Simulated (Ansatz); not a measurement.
# BH4O2P: the cost of one run

Program: Ansatz 0.2.0, Gaussian basis. Level of theory: PBE0-D4/def2-TZVP structures, single points in def2-TZVPP, no counterpoise correction. These are calculated values, not measurements.

Levels: SPW92, PBE-D4, BLYP-D4, r2SCAN-D4, B97M-V, PBE0-D4, B3LYP-D4, r2SCAN0-D4, BHLYP-D4, CAM-B3LYP-D4, wB97X-V, wB97M-V, B2PLYP, PBE-QIDH, RPA on PBE, Hartree-Fock, MP2, CCSD, CCSD(T).

Cores are frozen in the correlated methods. B3LYP uses VWN-RPA correlation. B2PLYP carries no dispersion term here.

57 further runs of the same task are left out: 1 that didn't finish, 56 set aside as unsound or not needed. Runs told in other sessions of the task aren't counted.

### Step 1. Where the work starts

The complex: 11 atoms, charge 0, spin multiplicity 1.

Atoms are counted from 1 here; the program's logs count them from 0.

Bond lengths: B1–O3 1.357 Å, B1–O4 1.359 Å, B1–P6 1.946 Å, S2–H5 1.345 Å, S2–H7 1.342 Å, O3–H8 0.969 Å, O4–H9 0.963 Å, P6–H10 1.415 Å, P6–H11 1.419 Å. Angles: O3–B1–O4 119.2°, O3–B1–P6 122.6°, O4–B1–P6 118.1°, H5–S2–H7 92.3°, B1–O3–H8 114.8°, B1–O4–H9 111.5°, B1–P6–H10 97.1°, B1–P6–H11 95.8°, H10–P6–H11 95.1°.

Coordinates:

```
B    -1.2236    0.0570   -0.0354
S     2.5125   -0.0523   -1.3962
O    -0.7919   -0.5127   -1.1894
O    -2.5554    0.2551    0.1484
H     2.2935    0.9391   -0.5135
P    -0.0034    0.7117    1.3316
H     2.9290   -0.8898   -0.4336
H     0.1712   -0.5505   -1.2886
H    -3.0641   -0.0319   -0.6178
H    -0.8955    0.6114    2.4254
H     0.6276   -0.5370    1.5691
```

Its parts: BH4O2P holds atoms 1, 3, 4, 6, 8, 9, 10, 11; H2S holds atoms 2, 5, 7. Each part counts its atoms afresh in its own runs.

### Step 2. Relaxing BH4O2P alone

File relax-a/in.yaml:

```yaml
crystal:
  periodic: [false, false, false]
  atoms:
    - {symbol: B, position_ang: [-1.223556, 0.056952, -0.035420]}
    - {symbol: O, position_ang: [-0.791931, -0.512674, -1.189388]}
    - {symbol: O, position_ang: [-2.555362, 0.255135, 0.148440]}
    - {symbol: P, position_ang: [-0.003422, 0.711694, 1.331593]}
    - {symbol: H, position_ang: [0.171243, -0.550461, -1.288584]}
    - {symbol: H, position_ang: [-3.064126, -0.031913, -0.617764]}
    - {symbol: H, position_ang: [-0.895493, 0.611376, 2.425437]}
    - {symbol: H, position_ang: [0.627643, -0.536999, 1.569063]}
basis:
  gaussian: {orbitals: def2-TZVP}
hamiltonian: {xc: pbe0, dispersion: d4}
relax: {f_tol: 0.005, max_steps: 200}
```

Command:

```sh
$ ansatz run in.yaml --threads 8 --pin off --events-out ev --progress --plain --max-ram 19148MiB
```

**Question.** How long does this run take on 8 threads of Arm Neoverse V1, shared host?

About 10 s.
